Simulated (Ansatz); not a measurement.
This was printed by a script on Ansatz's Python interface, for harmonic frequencies at the relaxed geometry of AlH₄NO₂, SMILES [NH2][Al]([OH])[OH]. What did the script look like? Level of theory (for the species named): CAM-B3LYP, def2-SVP basis, multiplicity 1.

The script reads `alh4no2.xyz`:
```text
8

N    -0.29810    1.53570    0.17380
Al    0.13970   -0.20070   -0.33540
O     1.84030   -0.57040   -0.83130
O    -1.03990   -1.52250   -0.32250
H    -1.12130    1.86130   -0.49170
H    -0.74560    1.54140    1.12430
H     2.34600   -0.81400    0.03610
H    -1.02900   -1.88790    0.59100
```

`python freq_alh4no2.py` gives:
```text
pair        before    after (A)
N0-Al1       1.8617   1.7605
N0-H4        1.1075   1.0127
N0-H5        1.0506   1.0139
Al1-O2       1.8096   1.6948
Al1-O3       1.7717   1.6933
O2-H6        1.0332   0.9575
O3-H7        0.9839   0.9587
frequencies (1/cm): 211 220 239 286 305 351 394 494 575 662 711 934 964 1530 3616 3701 3976 3991
imaginary modes: 0  zero-point energy: 1.4357 eV
T (K)   F_vib (eV)   S_vib (meV/K)   C_vib (meV/K)
 200.0      1.4161        0.3084          0.5240
 300.0      1.3724        0.5637          0.7332
 400.0      1.3042        0.7942          0.8661
 500.0      1.2144        0.9976          0.9541
 600.0      1.1055        1.1773          1.0159
deuterated (1/cm): 159 184 213 223 247 279 322 374 452 533 674 894 946 1155 2617 2728 2897 2909
zero-point energy falls by 0.3319 eV
```

The script that was run (others could print the same):

The script, `freq_alh4no2.py`:
```python
"""Vibrations and zero-point energy of AlH4NO2."""

import itertools

import ansatz as az
from ase.data import atomic_numbers, covalent_radii
import numpy as np

params = {
    "basis": "def2-SVP",
    "xc": "cam_b3lyp",
}

mol = az.Crystal.molecule_from_extxyz("alh4no2.xyz")

calculation = (
    mol.calculation()
    .basis(gaussian=params["basis"])
    .functional(params["xc"])
)
symbols = [site.symbol for site in mol.cartesian_sites]
start = np.array([site.position_ang for site in mol.cartesian_sites], dtype=float)
summary = calculation.relax(force_tolerance=0.003, max_steps=100).run().report
end = np.array(summary["positions_ang"])

# pairs closer than 1.2 times the sum of covalent radii, before or after
radius = [covalent_radii[atomic_numbers[s]] for s in symbols]
span = lambda where, i, j: np.linalg.norm(where[i] - where[j])
bonded = [(i, j) for i, j in itertools.combinations(range(len(symbols)), 2) if min(span(start, i, j), span(end, i, j)) < 1.2 * (radius[i] + radius[j])]
print("pair        before    after (A)")
for i, j in bonded:
    print(f"{symbols[i]}{i}-{symbols[j]}{j}".ljust(10), f"{span(start, i, j):8.4f} {span(end, i, j):8.4f}")

# frequencies need a stationary point, so they are taken at the relaxed geometry
minimum = az.Crystal.molecule()
for symbol, place in zip(symbols, end):
    minimum = minimum.atom(symbol, place.tolist())
vibrating = (
    minimum.calculation()
    .basis(gaussian=params["basis"])
    .functional(params["xc"])
    .phonons(temperatures=(200, 600, 100))
)
vib = vibrating.run().report["vibrations"]
sums = vib["harmonic_sums"]
modes = [m["omega_inv_cm"] for m in sums["modes_at_gamma"] if m["rigid_motion"] == "no"]
print("frequencies (1/cm):", " ".join(f"{w:.0f}" for w in modes))
print("imaginary modes:", sum(w < 0 for w in modes), " zero-point energy:", round(sums["zero_point_energy_ev"], 4), "eV")
print("T (K)   F_vib (eV)   S_vib (meV/K)   C_vib (meV/K)")
for row in zip(sums["temperatures_k"], sums["vibrational_free_energy_ev"], vib["entropy_ev_per_k"], vib["heat_capacity_ev_per_k"]):
    print(f"{row[0]:6.1f} {row[1]:11.4f} {1000 * row[2]:13.4f} {1000 * row[3]:15.4f}")

# all hydrogen replaced by deuterium
heavier = vibrating.phonons(masses={"H": 2.014102}).run().report["vibrations"]["harmonic_sums"]
print("deuterated (1/cm):", " ".join(f"{m['omega_inv_cm']:.0f}" for m in heavier["modes_at_gamma"] if m["rigid_motion"] == "no"))
print("zero-point energy falls by", round(sums["zero_point_energy_ev"] - heavier["zero_point_energy_ev"], 4), "eV")
```

The frequencies are harmonic and unscaled, in a modest basis. Hardware and time: 3.2 min on 1 thread of Arm Neoverse V2, on a shared host, peak memory 0.24 GiB.
